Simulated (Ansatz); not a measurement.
# BClH₃NO: geometry and vibrations

What shape does BClH₃NO take? The plan is to relax it, then compute its harmonic vibrations to see whether it is a minimum and to get the zero-point energy and entropy.

Computed with Ansatz 0.2.0, Gaussian basis. Level: RKS PBE0-D4/def2-TZVP.

Plan: relaxation at PBE0-D4/def2-TZVP; harmonic vibrations at the same level.

1 further run of the same task is left out (set aside as unsound or not needed).

### Step 1. Starting geometry

SMILES `NB(O)Cl`, 7 atoms, charge 0, spin multiplicity 1.

Atoms are counted from 1 here; the program's logs count them from 0.

Bond lengths: N1–B2 1.391 Å, N1–H5 1.003 Å, N1–H6 1.004 Å, B2–O3 1.346 Å, B2–Cl4 1.764 Å, O3–H7 0.957 Å. Angles: B2–N1–H5 123.8°, B2–N1–H6 121.8°, H5–N1–H6 114.3°, N1–B2–O3 120.7°, N1–B2–Cl4 118.3°, O3–B2–Cl4 121.0°, B2–O3–H7 116.6°.

The start is a GFN2-xTB geometry.

### Step 2. Geometry optimisation, PBE0-D4/def2-TZVP

File in.yaml:

```yaml
crystal:
  periodic: [false, false, false]
  atoms:
    - {symbol: N, position_ang: [-0.519650, 0.964960, -0.019030]}
    - {symbol: B, position_ang: [0.059950, -0.297550, -0.088860]}
    - {symbol: O, position_ang: [1.085170, -0.628760, 0.717800]}
    - {symbol: Cl, position_ang: [-0.584280, -1.449160, -1.259910]}
    - {symbol: H, position_ang: [-1.283860, 1.261600, -0.597420]}
    - {symbol: H, position_ang: [-0.195630, 1.661440, 0.627570]}
    - {symbol: H, position_ang: [1.438300, -1.512540, 0.619840]}
basis:
  gaussian: {orbitals: def2-TZVP}
hamiltonian: {xc: pbe0, dispersion: d4}
relax: {f_tol: 0.005, max_steps: 150}
```

Further steps of the session: Harmonic vibrations.

Before running them: what should the planned runs give, taken together? Wanted: point group; shift from the start; total energy; dispersion term; dipole moment; lowest, highest wavenumber; zero-point energy.

As calculated:

```
                  quantity            value
               point group               Cs
                     steps                6
shift from the start (rms)          0.022 Å
              total energy   -16782.2126 eV
           dispersion term          -99 meV
             dipole moment           1.11 D
lowest, highest wavenumber   319, 3914 cm⁻¹
         zero-point energy    29.9 kcal/mol
       entropy at 298.15 K  293.5 J/(mol K)
```

What this shows: The atoms moved 0.022 Å (rms) from the start; the bond that changed most is B2–Cl4, from 1.764 to 1.788 Å. No mode is imaginary: a true minimum at this level. The stiffest mode, 3914 cm⁻¹, is an O–H stretch. Harmonic hybrid wavenumbers usually lie a few per cent above measured fundamentals. The largest Mulliken charge, -0.48 e, sits on N1.
